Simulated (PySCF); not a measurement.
# The bond of GeCl, level by level

One job finds the state of GeCl, follows it along the bond with each method and fits the curves.

The runs use PySCF 2.14.0; Ge def2-TZVPP, Cl def2-TZVPP, no relativity.

### Step 1. Input

Settings of the job:

| Item | Value |
| --- | --- |
| atoms | Ge, Cl |
| charge | 0 |
| basis | Ge def2-TZVPP, Cl def2-TZVPP |
| Hamiltonian | no relativity |
| basis functions | 90 |
| electrons treated | 49 |
| masses in u | 73.9212, 34.9689 |
| levels | PBE0, PBE, r²SCAN, B2PLYP, M06-L, r²SCANh, MN15, ωB97X, HF, MP2, SCS-MP2, CCSD, CCSD(T) |
| grid | 80 radial by 434 angular points |
| occupations | held fixed by the projection of orbital angular momentum |
| dissociation limit | Ge + Cl, each in its ground configuration |
| starting distance in angstrom | 2.130 |
| values of 2S to try | 1, 3 |

On the command line:

```console
$ OMP_NUM_THREADS=1 python dia.py task.json out
```

The runs that follow: PBE0 along the bond; Higher solutions at PBE0; PBE; r²SCAN (meta-GGA); B2PLYP; M06-L (meta-GGA); r²SCANh (hybrid meta-GGA); MN15 (hybrid meta-GGA); ωB97X; UHF; MP2 and coupled cluster.

Before running it: what results should come out? Wanted: for each run, Re; ωe; De; μ.

As calculated:

Lowest PBE0 solution found, without spin–orbit coupling: ²Π (doublet), unpaired electrons π ↑. State 2 has its PBE0 minimum 3.41 eV higher. The other levels ran on the lowest alone.

```csv
level,Re (Å),ωe (cm⁻¹),De (eV),μ (D)
UHF,2.188,403,2.74,-2.02
UHF-MP2,2.167,419,4.06,n/a
UHF-SCS-MP2,2.176,413,3.94,n/a
UHF-CCSD,2.174,415,3.77,n/a
UHF-CCSD(T),2.175,414,3.91,n/a
PBE,2.193,392,4.33,-1.56
r²SCAN,2.172,407,4.23,-1.48
M06-L,2.181,400,4.42,-1.62
r²SCANh,2.168,411,4.17,-1.53
PBE0,2.173,408,4.14,-1.64
MN15,2.162,411,4.18,-1.69
ωB97X,2.166,414,4.25,-1.73
B2PLYP,2.184,402,4.06,-1.90
```

De is counted to Ge + Cl in their ground configurations. A positive dipole means Ge(−)Cl(+).

Differences from CCSD(T) in the same basis:

```csv
level,Re (mÅ),ωe (%)
UHF,+13,-2.5
UHF-MP2,-9,+1.3
UHF-SCS-MP2,0,-0.3
UHF-CCSD,-2,+0.4
PBE,+18,-5.2
r²SCAN,-3,-1.5
M06-L,+6,-3.3
r²SCANh,-7,-0.6
PBE0,-2,-1.3
MN15,-14,-0.6
ωB97X,-9,+0.2
B2PLYP,+9,-2.8
```

**Reading.** Against CCSD(T) in the same basis, the bond length is nearest at UHF-SCS-MP2 (0 mÅ) and farthest at PBE (+18 mÅ); the wavenumber is nearest at ωB97X (+0.2 %) and farthest at PBE (-5.2 %). Among the levels with a De in the table, it runs from 2.74 eV (UHF) to 4.42 eV (M06-L).

Correlated steps freeze 14 core orbitals. B2PLYP dipoles, levels and charges come from its SCF part alone.
